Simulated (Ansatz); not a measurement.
# C5H5Cu: the cost of one run

Program: Ansatz 0.2.0, Gaussian basis. Level of theory: the settings change from run to run. These are calculated values, not measurements.

## 1. The relaxed structure

An earlier PBE0-D4 in a triple-zeta def2 set relaxation fixed the geometry.

SMILES `[C@H]12[C@@H]3[C@@H]4[C@@H]5[C@H]1[Cu]2345`, 11 atoms, charge 0, spin multiplicity 1.

Atoms are counted from 1 here; the program's logs count them from 0.

Bond lengths: C1–C2 1.423 Å, C1–C5 1.423 Å, C1–Cu6 2.186 Å, C1–H7 1.080 Å, C2–C3 1.423 Å, C2–Cu6 2.186 Å, C2–H8 1.080 Å, C3–C4 1.423 Å, C3–Cu6 2.186 Å, C3–H9 1.080 Å, C4–C5 1.423 Å, C4–Cu6 2.186 Å, C4–H10 1.080 Å, C5–Cu6 2.186 Å, C5–H11 1.080 Å. Angles: C2–C1–C5 108.0°, C2–C1–Cu6 71.0°, C2–C1–H7 126.0°, C5–C1–Cu6 71.0°, C5–C1–H7 126.0°, Cu6–C1–H7 125.8°, C1–C2–C3 108.0°, C1–C2–Cu6 71.0°, C1–C2–H8 126.0°, C3–C2–Cu6 71.0°, C3–C2–H8 126.0°, Cu6–C2–H8 125.8°, C2–C3–C4 108.0°, C2–C3–Cu6 71.0°, C2–C3–H9 126.0°, C4–C3–Cu6 71.0°, C4–C3–H9 126.0°, Cu6–C3–H9 125.8° and more.

## 2. B2GP-PLYP/def2-TZVP

Options: atoms shaken by 0.08 Å.

Contents of in.yaml:

```yaml
crystal:
  periodic: [false, false, false]
  atoms:
    - {symbol: C, position_ang: [-0.892203, -0.904872, -0.365148]}
    - {symbol: C, position_ang: [-0.395029, -0.657737, 0.979859]}
    - {symbol: C, position_ang: [0.302422, 0.529869, 1.073219]}
    - {symbol: C, position_ang: [0.295988, 1.221777, -0.173185]}
    - {symbol: C, position_ang: [-0.244876, 0.219927, -1.152032]}
    - {symbol: Cu, position_ang: [1.425876, -0.833837, -0.277889]}
    - {symbol: H, position_ang: [-1.280106, -1.626624, -0.924594]}
    - {symbol: H, position_ang: [-0.663691, -1.284870, 1.767085]}
    - {symbol: H, position_ang: [0.617592, 0.987614, 2.024738]}
    - {symbol: H, position_ang: [0.826375, 2.169792, -0.411353]}
    - {symbol: H, position_ang: [-0.229299, 0.438372, -2.154073]}
basis:
  gaussian: {orbitals: def2-TZVP}
hamiltonian: {xc: {name: B2GP-PLYP}}
output: {forces: true}
```

Command:

```bash
$ ansatz run in.yaml --threads 4 --pin off --events-out ev --progress --plain --max-ram 10444MiB
```

**Question.** How long does this run take on 4 threads of Arm Neoverse V1, shared host, and how much memory does it need?

About 21 s, with a peak of 0.87 GiB.
